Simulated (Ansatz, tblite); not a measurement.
# Si43H56 off disc (Si43H56): a ladder of methods and basis sets

The task here is to estimate one member of a computed series from the others.

The runs use Ansatz 0.2.0, Gaussian basis; as each input shows.

The runs, in order: GFN1-xTB, GFN2-xTB, PBE-D4/def2-SVP, r2SCAN-D4/def2-SVP, B3LYP-D4/def2-SVP, r2SCAN-D4/def2-mTZVP, HF/6-31G, B3LYP-D4/6-31G, MP2/def2-SVP, RPA/def2-SVP.

1 further run of the same task is left out (set aside as unsound or not needed). Runs told in other sessions of the task aren't counted.

## The structure

The geometry is that of the singlet, from an earlier relaxation (PBE-D4/def2-SVP).

99 atoms, charge 0, spin multiplicity 1.

Bond lengths: Si1–Si24 2.356 Å, Si1–Si25 2.358 Å, Si1–Si26 2.362 Å, Si1–H44 1.514 Å, Si2–Si24 2.363 Å, Si2–Si28 2.361 Å, Si2–H45 1.510 Å, Si2–H46 1.509 Å, Si3–Si26 2.355 Å, Si3–Si28 2.354 Å, Si3–H47 1.511 Å, Si3–H48 1.504 Å, Si4–Si27 2.353 Å, Si4–Si28 2.353 Å, Si4–Si29 2.360 Å, Si4–H49 1.512 Å, Si5–Si25 2.362 Å, Si5–Si32 2.361 Å and more. Angles: Si24–Si1–Si25 111.8°, Si24–Si1–Si26 114.7°, Si24–Si1–H44 105.2°, Si25–Si1–Si26 115.1°, Si25–Si1–H44 105.2°, Si26–Si1–H44 103.4°, Si24–Si2–Si28 115.1°, Si24–Si2–H45 106.1°, Si24–Si2–H46 110.0°, Si28–Si2–H45 106.7°, Si28–Si2–H46 110.7°, H45–Si2–H46 107.7°, Si26–Si3–Si28 109.8°, Si26–Si3–H47 106.3°, Si26–Si3–H48 112.3°, Si28–Si3–H47 107.7°, Si28–Si3–H48 112.7°, H47–Si3–H48 107.7° and more.

PBE0-D4/def2-SVP was run before; its log isn't repeated, and its numbers join the tables.

The first run:

Tight binding, by tblite at 300 K electronic temperature and without a spin-polarisation term:

```python
tblite.interface.Calculator('GFN1-xTB', numbers, positions, charge=0, uhf=0).singlepoint()
```

Tight binding, by tblite at 300 K electronic temperature and without a spin-polarisation term:

```python
tblite.interface.Calculator('GFN2-xTB', numbers, positions, charge=0, uhf=0).singlepoint()
```

start.molden holds the orbitals of an earlier run on this state, given as this run's starting guess.

in.yaml reads:

```yaml
crystal:
  periodic: [false, false, false]
  atoms:
    - {symbol: Si, position_ang: [-4.842313, -3.425523, -0.302074]}
    - {symbol: Si, position_ang: [-7.586625, -0.620610, -0.382036]}
    - {symbol: Si, position_ang: [-5.067321, -0.911717, 2.350948]}
    - {symbol: Si, position_ang: [-4.818891, 2.079510, -0.195608]}
    - {symbol: Si, position_ang: [-2.054825, -6.171269, -0.265820]}
    - {symbol: Si, position_ang: [-2.349092, -3.587116, 2.371989]}
    - {symbol: Si, position_ang: [0.590081, -3.356978, -0.279201]}
    - {symbol: Si, position_ang: [-2.255049, 2.256490, -2.951600]}
    - {symbol: Si, position_ang: [0.743293, -0.743351, -2.981829]}
    - {symbol: Si, position_ang: [-2.094566, -0.617852, -0.272056]}
    - {symbol: Si, position_ang: [-2.068240, 2.069810, 2.472990]}
    - {symbol: Si, position_ang: [0.648110, -0.649919, 2.401505]}
    - {symbol: Si, position_ang: [0.618225, 2.094904, -0.271621]}
    - {symbol: Si, position_ang: [-2.078728, 4.819636, -0.194563]}
    - {symbol: Si, position_ang: [0.913294, 5.067575, 2.352235]}
    - {symbol: Si, position_ang: [0.622259, 7.586776, -0.380280]}
    - {symbol: Si, position_ang: [3.305837, -6.082207, -0.288134]}
    - {symbol: Si, position_ang: [3.352639, -3.353469, 2.391588]}
    - {symbol: Si, position_ang: [6.082033, -3.304777, -0.288137]}
    - {symbol: Si, position_ang: [3.355583, -0.590485, -0.278828]}
    - {symbol: Si, position_ang: [3.585828, 2.346216, 2.374196]}
    - {symbol: Si, position_ang: [6.171059, 2.052204, -0.263892]}
    - {symbol: Si, position_ang: [3.427026, 4.841253, -0.299079]}
    - {symbol: Si, position_ang: [-6.446886, -2.292023, -1.603311]}
    - {symbol: Si, position_ang: [-3.688524, -5.055153, -1.555532]}
    - {symbol: Si, position_ang: [-3.475303, -2.023173, 1.017563]}
    - {symbol: Si, position_ang: [-3.460845, 0.763008, -1.595054]}
    - {symbol: Si, position_ang: [-6.229618, 0.671827, 1.054438]}
    - {symbol: Si, position_ang: [-3.443807, 3.443969, 1.151829]}
    - {symbol: Si, position_ang: [-0.740338, -1.972136, -1.634287]}
    - {symbol: Si, position_ang: [1.813812, -4.848245, -1.627896]}
    - {symbol: Si, position_ang: [-0.750563, -4.733635, 1.078615]}
    - {symbol: Si, position_ang: [1.997931, -1.999015, 1.031568]}
    - {symbol: Si, position_ang: [-0.761989, 3.461996, -1.594237]}
    - {symbol: Si, position_ang: [1.971358, 0.740364, -1.634040]}
    - {symbol: Si, position_ang: [-0.726963, 0.727319, 1.089331]}
    - {symbol: Si, position_ang: [2.023531, 3.474197, 1.019387]}
    - {symbol: Si, position_ang: [2.294366, 6.446601, -1.600170]}
    - {symbol: Si, position_ang: [-0.670347, 6.229533, 1.055722]}
    - {symbol: Si, position_ang: [4.846197, -1.814497, -1.627985]}
    - {symbol: Si, position_ang: [4.701285, -4.700830, 1.013616]}
    - {symbol: Si, position_ang: [5.055522, 3.686607, -1.553204]}
    - {symbol: Si, position_ang: [4.732667, 0.748526, 1.080139]}
    - {symbol: H, position_ang: [-5.639521, -4.204027, 0.722217]}
    - {symbol: H, position_ang: [-8.580505, -1.345303, 0.493649]}
    - {symbol: H, position_ang: [-8.364308, 0.266088, -1.323767]}
    - {symbol: H, position_ang: [-6.060632, -1.963117, 2.789403]}
    - {symbol: H, position_ang: [-4.458065, -0.314446, 3.590080]}
    - {symbol: H, position_ang: [-5.680942, 2.965910, -1.066656]}
    - {symbol: H, position_ang: [-2.811282, -7.082738, 0.670562]}
    - {symbol: H, position_ang: [-1.192159, -7.033754, -1.153018]}
    - {symbol: H, position_ang: [-3.392542, -4.590836, 2.807095]}
    - {symbol: H, position_ang: [-1.771232, -2.962539, 3.612215]}
    - {symbol: H, position_ang: [-3.237782, 3.238916, -3.544642]}
    - {symbol: H, position_ang: [-1.553088, 1.555698, -4.084193]}
    - {symbol: H, position_ang: [1.708500, -1.708683, -3.626273]}
    - {symbol: H, position_ang: [0.015652, -0.016623, -4.081678]}
    - {symbol: H, position_ang: [-2.905069, 1.189224, 3.362876]}
    - {symbol: H, position_ang: [-1.185287, 2.907243, 3.360005]}
    - {symbol: H, position_ang: [-0.202062, -1.518495, 3.290694]}
    - {symbol: H, position_ang: [1.515410, 0.198235, 3.293839]}
    - {symbol: H, position_ang: [-2.964939, 5.682309, -1.065213]}
    - {symbol: H, position_ang: [0.317169, 4.459970, 3.592704]}
    - {symbol: H, position_ang: [1.965538, 6.061043, 2.788318]}
    - {symbol: H, position_ang: [-0.264011, 8.363593, -1.323133]}
    - {symbol: H, position_ang: [1.345063, 8.581343, 0.496207]}
    - {symbol: H, position_ang: [2.487389, -6.937548, 0.647808]}
    - {symbol: H, position_ang: [4.144817, -6.999713, -1.143677]}
    - {symbol: H, position_ang: [2.476175, -4.207928, 3.273908]}
    - {symbol: H, position_ang: [4.206077, -2.477067, 3.274926]}
    - {symbol: H, position_ang: [6.999844, -4.143440, -1.143620]}
    - {symbol: H, position_ang: [6.937058, -2.486060, 0.647888]}
    - {symbol: H, position_ang: [2.959956, 1.767190, 3.613230]}
    - {symbol: H, position_ang: [4.589738, 3.388572, 2.811405]}
    - {symbol: H, position_ang: [7.033049, 1.189023, -1.151103]}
    - {symbol: H, position_ang: [7.083087, 2.807811, 0.672584]}
    - {symbol: H, position_ang: [4.205073, 5.637908, 0.725996]}
    - {symbol: H, position_ang: [-7.467055, -3.307168, -2.062528]}
    - {symbol: H, position_ang: [-5.804653, -1.713138, -2.834070]}
    - {symbol: H, position_ang: [-4.700375, -6.077093, -2.017936]}
    - {symbol: H, position_ang: [-3.073470, -4.443814, -2.784505]}
    - {symbol: H, position_ang: [-4.335510, -0.102580, -2.468499]}
    - {symbol: H, position_ang: [-7.133284, 1.507559, 1.932758]}
    - {symbol: H, position_ang: [-4.311865, 4.311842, 2.033975]}
    - {symbol: H, position_ang: [-1.622770, -2.819543, -2.517530]}
    - {symbol: H, position_ang: [0.838406, -5.788495, -2.293037]}
    - {symbol: H, position_ang: [2.564119, -4.121804, -2.711089]}
    - {symbol: H, position_ang: [0.142911, -5.584509, 1.952856]}
    - {symbol: H, position_ang: [0.103814, 4.336851, -2.467308]}
    - {symbol: H, position_ang: [2.819731, 1.621697, -2.517342]}
    - {symbol: H, position_ang: [1.717249, 5.803467, -2.831303]}
    - {symbol: H, position_ang: [3.309828, 7.466583, -2.058976]}
    - {symbol: H, position_ang: [-1.506352, 7.132941, 1.933994]}
    - {symbol: H, position_ang: [4.118090, -2.564737, -2.710134]}
    - {symbol: H, position_ang: [5.784904, -0.838513, -2.294404]}
    - {symbol: H, position_ang: [5.585889, -5.585124, 1.863598]}
    - {symbol: H, position_ang: [4.445069, 3.071600, -2.782700]}
    - {symbol: H, position_ang: [6.077882, 4.698210, -2.015151]}
    - {symbol: H, position_ang: [5.582575, -0.146029, 1.954208]}
basis:
  gaussian: {orbitals: def2-SVP, fitting: {mean_field: def2-universal-jkfit}, initial_orbitals: start.molden}
hamiltonian: {xc: pbe, dispersion: d4}
scf: {omitted_lower_state_checks: [starts]}
output: {orbitals: {seedname: orbitals}}
```

The run is started by

```sh
$ ansatz run in.yaml --threads 11 --pin off --events-out ev --progress --plain --max-ram 174080MiB --backend cuda --devices 0, --max-vram 75GiB
```

Among the steps run: PBE-D4/def2-SVP; r2SCAN-D4/def2-SVP; B3LYP-D4/def2-SVP; r2SCAN-D4/def2-mTZVP; HF/6-31G; B3LYP-D4/6-31G; MP2/def2-SVP; RPA/def2-SVP.

One table of the session follows, with a row left open; its other results are not shown here.

It belongs to the step «Binding energy». 

| level | binding an atom (eV) |
| --- | --- |
| HF/6-31G | 2.020 |
| HF/def2-SVP | ? |
| PBE-D4/def2-SVP | 3.324 |
| r2SCAN-D4/def2-SVP | 3.328 |
| r2SCAN-D4/def2-mTZVP | 3.271 |
| B3LYP-D4/6-31G | 3.022 |
| B3LYP-D4/def2-SVP | 3.288 |
| PBE0-D4/def2-SVP | 3.321 |
| MP2/def2-SVP | 3.062 |

**Question.** Estimate the row for HF/def2-SVP.

As computed: binding an atom (eV): 2.409. In the column «binding an atom (eV)» it lies between HF/6-31G (2.020) and B3LYP-D4/6-31G (3.022).

Caveats from the session: Free atoms were run apart at each level; binding is atoms less cluster, divided by the number of atoms, without zero-point or spin-orbit terms.
